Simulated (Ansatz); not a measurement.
# H5NO3Sn: the cost of one run

All numbers are computed with the Python package of Ansatz 0.2.0. Level of theory: r2SCAN/def2-SVP.

### Step 1. The system

Bond lengths: N1–Sn2 2.016 Å, Sn2–O3 1.964 Å, Sn2–O4 1.945 Å, Sn2–O5 1.984 Å, N1–H6 1.119 Å, N1–H7 1.034 Å, O3–H8 1.043 Å, O4–H9 1.039 Å, O5–H10 0.952 Å. Angles: N1–Sn2–O3 107.4°, N1–Sn2–O4 112.5°, N1–Sn2–O5 109.4°, O3–Sn2–O4 109.3°, O3–Sn2–O5 109.9°, O4–Sn2–O5 108.4°, Sn2–N1–H6 106.5°, Sn2–N1–H7 109.0°, H6–N1–H7 104.0°, Sn2–O3–H8 103.9°, Sn2–O4–H9 106.3°, Sn2–O5–H10 105.6°.

The script reads h5no3sn.xyz:

```xyz
10

N    -1.20270    0.01210   -1.29310
Sn    0.08130   -0.01140    0.26090
O     0.88480   -1.80240    0.33070
O    -0.79490    0.36710    1.95530
O     1.49300    1.35200   -0.03150
H    -1.62700    1.04680   -1.33820
H    -0.66800   -0.07700   -2.17420
H     1.57960   -1.73500    1.10540
H    -1.54380   -0.34490    2.06240
H     1.88080    1.14140   -0.87480
```

### Step 2. The code

The input, run_bde.py:

```python
"""X-H bond energies of H5NO3Sn without relaxation."""

import ansatz as az

BASIS = "def2-SVP"
FUNCTIONAL = "r2scan"


def energy_of(molecule, charge=0, unpaired=0):
    calc = molecule.calculation().basis(gaussian=BASIS).functional(FUNCTIONAL)
    if charge:
        calc = calc.charge(charge)
    if unpaired:
        calc = calc.spin("collinear", total=unpaired)
    report = calc.run().report
    if report["published_state_doubts"]:
        print("  doubts:", report["published_state_doubts"])
    return report["free_energy_ev"]

def without(molecule, index):
    rest = az.Crystal.molecule()
    for i, site in enumerate(molecule.cartesian_sites):
        if i != index:
            rest = rest.atom(site.symbol, site.position_ang)
    return rest


def main() -> None:
    molecule = az.Crystal.molecule_from_extxyz("h5no3sn.xyz")

    whole = energy_of(molecule, 0)
    hydrogen = energy_of(az.Crystal.molecule().atom("H", (0, 0, 0)), 0, 1)
    print(f"E(molecule) = {whole:.5f} eV, E(H) = {hydrogen:.5f} eV")
    for index in [6, 9]:
        radical = energy_of(without(molecule, index), 0, 1)
        print(f"H{index}: homolysis {(radical + hydrogen - whole):.3f} eV")


if __name__ == "__main__":
    main()
```

### Step 3. The input behind the calls

The package turns the script's settings into the engine's input (first run):

```yaml
crystal:
  periodic: [false, false, false]
  atoms:
    - { symbol: "N", position_ang: [-1.2027, 0.0121, -1.2931] }
    - { symbol: Sn, position_ang: [0.0813, -0.0114, 0.2609] }
    - { symbol: O, position_ang: [0.8848, -1.8024, 0.3307] }
    - { symbol: O, position_ang: [-0.7949, 0.3671, 1.9553] }
    - { symbol: O, position_ang: [1.493, 1.352, -0.0315] }
    - { symbol: H, position_ang: [-1.627, 1.0468, -1.3382] }
    - { symbol: H, position_ang: [-0.668, -0.077, -2.1742] }
    - { symbol: H, position_ang: [1.5796, -1.735, 1.1054] }
    - { symbol: H, position_ang: [-1.5438, -0.3449, 2.0624] }
    - { symbol: H, position_ang: [1.8808, 1.1414, -0.8748] }
basis:
  gaussian:
    orbitals: def2-SVP
hamiltonian:
  xc: r2scan
```

### Step 4. Running it

Started as:

```console
$ python run_bde.py
```

What time and memory should one allow on 1 thread of Arm Neoverse V2, shared host?

About 68 s, with a peak of 0.35 GiB.
